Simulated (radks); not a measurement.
**Kr²⁺ in [Ar] 3d10 4s2 4p4: an all-electron calculation**

The task here is to estimate one member of a computed series from the others.

The numbers are computed with radks (a radial shooting solver on a logarithmic mesh, Libxc functionals) version 1 (scalar-relativistic Kohn-Sham, PBE, spin-polarised, spherical densities, finite nucleus; open shells are filled with parallel spins first), except any that are marked as measured or tabulated.

## Starting point

* element: krypton (Z = 36)
* charge: +2
* electrons: 34
* configuration: [Ar] 3d10 4s2 4p4
* nuclear rms radius: 4.1884 fm

The outer shells:

Kr²⁺
```
[Ar] core
3d [↑↓][↑↓][↑↓][↑↓][↑↓]
4s [↑↓]
4p [↑↓][↑ ][↑ ]
```

The first run:

Input:

```text
Z 36
configuration [Ar] 3d10 4s2 4p4
relativity scalar-relativistic
functional pbe,pbe
spin polarised
nucleus finite rms 4.1884 fm
c 137.035999084
```

Run with:

```sh
$ python run_ks.py task.json out
```

This one command runs every case of the session in turn.

Steps of the session up to this table: Self-consistent calculation.

One of the session's tables, all rows but one given; the rest of the session is left out.

It belongs to the step «Radial structure». Sizes of the orbitals, from the radial functions (bohr):

```
  level      <r>  outermost maximum (interpolated)  90 % within  nodes
  1s up  0.04149                            0.0271       0.0742      0
1s down  0.04149                            0.0271       0.0742      0
  2s up   0.1835                             0.154        0.284      1
2s down   0.1835                             0.154        0.284      1
  2p up   0.1601                             0.123        0.261      0
2p down   0.1601                             0.123        0.261      0
  3s up   0.5302                             0.467        0.788      2
3s down   0.5301                             0.467        0.788      2
  3p up   0.5404                             0.463        0.824      1
3p down   0.5402                             0.463        0.823      1
  3d up   0.5554                             0.411        0.910      0
3d down   0.5539                             0.411        0.906      0
  4s up    1.501                              1.32         2.20      3
4s down    1.501                              1.31         2.21      3
  4p up    1.730                              1.48         2.57      2
4p down        ?                                 ?            ?      ?
```

Estimate the missing values for 4p down.

The run gave: <r>: 1.747; outermost maximum (interpolated): 1.48; 90 % within: 2.62; nodes: 2. In the column «<r>» it is the highest.

To keep in mind: Open shells are spherical and high-spin; term and fine-structure splittings are not resolved.
